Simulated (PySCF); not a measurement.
# C2H6Pb (Pb(CH3)22+): the cost of one run

Program: PySCF 2.14.0. Level of theory: PBE0, Pb def2-SVP with ECP60, C def2-SVP, H def2-SVP; scalar-relativistic core potentials, no spin–orbit coupling. These are calculated values, not measurements.

1 further run of the same task is left out (for a known fault of the program).

## 1. The starting structure

9 atoms, charge 2, spin multiplicity 1.

Bond lengths: Pb1–C2 2.227 Å, Pb1–C6 2.227 Å, C2–H3 1.104 Å, C2–H4 1.104 Å, C2–H5 1.104 Å, C6–H7 1.104 Å, C6–H8 1.104 Å, C6–H9 1.104 Å. Angles: C2–Pb1–C6 179.9°, Pb1–C2–H3 104.6°, Pb1–C2–H4 104.7°, Pb1–C2–H5 104.7°, H3–C2–H4 113.8°, H3–C2–H5 113.8°, H4–C2–H5 113.8°, Pb1–C6–H7 104.6°, Pb1–C6–H8 104.7°, Pb1–C6–H9 104.7°, H7–C6–H8 113.8°, H7–C6–H9 113.8°, H8–C6–H9 113.8°.

Geometry (Å):

```xyz
9

Pb    0.00000    0.00000    0.77784
C     2.22748    0.00000    0.77601
H     2.50464    0.00000   -0.29279
H     2.50744    0.92525    1.30965
H     2.50744   -0.92525    1.30965
C    -2.22748    0.00000    0.77601
H    -2.50464    0.00000   -0.29279
H    -2.50744   -0.92525    1.30965
H    -2.50744    0.92525    1.30965
```

Formal oxidation states: Pb +4. An earlier session relaxed this geometry at PBE0, Pb def2-SVP with ECP60, C def2-SVP, H def2-SVP (singlet, point group D3h).

Its energy there is -271.748376 Eh.

## 2. One electron removed, multiplicity 2

Contents of run.py (the lines that set the calculation):

```python
mol = gto.M(atom='''
Pb     0.00000     0.00000     0.77784
C      2.22748     0.00000     0.77601
H      2.50464     0.00000    -0.29279
H      2.50744     0.92525     1.30965
H      2.50744    -0.92525     1.30965
C     -2.22748     0.00000     0.77601
H     -2.50464     0.00000    -0.29279
H     -2.50744    -0.92525     1.30965
H     -2.50744     0.92525     1.30965''',
    basis={'Pb': 'def2-SVP', 'C': 'def2-SVP', 'H': 'def2-SVP'},
    ecp={'Pb': 'def2-SVP'},
    charge=3, spin=1)
mf = dft.UKS(mol, xc='PBE0')
mf.grids.atom_grid = (50, 194)
mf = mf.density_fit()  # fitting sets: Pb def2-universal-JKFIT, C def2-universal-JKFIT, H def2-universal-JKFIT
mf.conv_tol = 1e-08; mf.max_cycle = 55
mf.kernel(dm0)  # dm0: the density of the relaxed state
```

On the command line:

```console
OMP_NUM_THREADS=2 python run.py
```

**Question.** How long does this run take on 2 threads of Arm Neoverse V1, shared host?

About 1.7 s.
